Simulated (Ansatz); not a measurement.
**Ge2+ (doublet): the correlation ladder, cc-pVDZ**

One table from this session's results is given with a row withheld; the runs are named, their logs left out.

Computed with Ansatz 0.2.0, Gaussian basis. Level: cc-pVDZ, core rule «outside noble gas», up to 28 orbitals frozen.

The runs, in order: UHF; CCSD(T) on ROHF; CCSD(T) on UHF; BCCD(T) on ROHF; CISD; CCSDT(Q) on ROHF; CCSDT(Q) on UHF; CISDTQ; CCSDTQ on ROHF; CCSDTQ on UHF; CASSCF and MRCISD+Q, 7 electrons in 8 orbitals; CASSCF and NEVPT2, 7 electrons in 8 orbitals; Full CI.

4 further runs of the same task are left out: 4 set aside as unsound or not needed.

## The geometry

The geometry is a PBE0/def2-TZVP stationary point (not a proven minimum) of the parent state, kept for this charge and spin. No spin-orbit coupling is included. The filled d shell of Ge may be among the frozen orbitals whatever the setting's name suggests; the logs give the count.

2 atoms, charge 1, spin multiplicity 2.

Atoms are counted from 1 here; the program's logs count them from 0.

Bond lengths: Ge1–Ge2 2.409 Å.

The first run:

File in.yaml:

```yaml
crystal:
  periodic: [false, false, false]
  atoms:
    - {symbol: Ge, position_ang: [0.000000, 0.000000, 0.000000]}
    - {symbol: Ge, position_ang: [0.000000, 0.000000, 2.409455]}
basis:
  gaussian: {orbitals: cc-pVDZ}
total_charge: 1
magnetization: {spin_polarized: true, initial_magnetization: 1}
hamiltonian: {xc: hf}
output: {orbitals: {seedname: orbitals}}
```

Run with:

```console
$ ansatz run in.yaml --threads 1 --pin off --events-out ev --progress --plain --max-ram 4096MiB --backend cpu
```

Steps of the session up to this table: UHF; CCSD(T) on ROHF; CCSD(T) on UHF; BCCD(T) on ROHF; CISD; CCSDT(Q) on ROHF; CCSDT(Q) on UHF; CISDTQ; CCSDTQ on ROHF; CCSDTQ on UHF; CASSCF and MRCISD+Q, 7 electrons in 8 orbitals; CASSCF and NEVPT2, 7 electrons in 8 orbitals; Full CI.

One table of the session follows, with a row left open; its other results are not shown here.

It belongs to the step «Misses and costs». 

| method | from FCI (meV) |
| --- | --- |
| ROHF | +3829.5 |
| RMP2 | +1071.6 |
| CISD | +413.0 |
| RCCSD | +182.9 |
| RCCSD(T) | +61.6 |
| BCCD(T) | +61.5 |
| RCCSDT | ? |
| CISDTQ | +20.4 |
| RCCSDT(Q) | +4.7 |
| RCCSDTQ | +0.7 |
| FCI | 0 |

Q: Estimate the row for RCCSDT from the others.

As computed: from FCI (meV): +16.1. In the column «from FCI (meV)» it lies between RCCSDT(Q) (+4.7) and CISDTQ (+20.4).

Limits of these values: The report flags that the cluster equations may have other roots. Left out of the table: CASSCF valence, NEVPT2 valence, MRCISD valence, MRCISD+Q valence (the active space lost an orbital or holds another state than full CI finds). Left out of the table: UHF, UMP2, UCCSD, UCCSD(T), UCCSDT, UCCSDT(Q), UCCSDTQ (another determinant or state than the rows shown).
